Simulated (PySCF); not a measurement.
Runs of PySCF 2.14.0 on OScF2H. The cell holds a molecule in a box, 5 atoms: a = 12.000 Å, b = 14.000 Å, c = 11.000 Å, α = 90.00°, β = 90.00°, γ = 90.00°. 

| task | level | three-body dispersion term | conv_tol | frozen core bands | exxdiv | gap on the mesh (eV) |
| --- | --- | --- | --- | --- | --- | --- |
| atomic charges | MN15-L+D3 | no | 1e-07 Ha | - | - | 5.73 |
| atomic charges | revTPSS+D4 | yes | 1e-07 Ha | - | - | 4.74 |
| atomic charges | RPBE+D4 | yes | 1e-07 Ha | - | - | (a) |
| atomic charges | M06-2X+D3 | no | 1e-07 Ha | - | ewald | 9.45 |

Alike in all rows: potentials or basis def2-svp (all-electron); no spin polarisation; cell as given; k mesh 1 × 1 × 1; smearing fixed.

Task: Fill in the values left out.

Result: (a) 4.27.

Caveats: this is a molecule in a periodic box at the Γ point, so its band gap is the HOMO-LUMO gap; the basis of atomic orbitals isn't converged, which shifts pressures, moduli and gaps.

Runs at the PBE level aren't shown here.
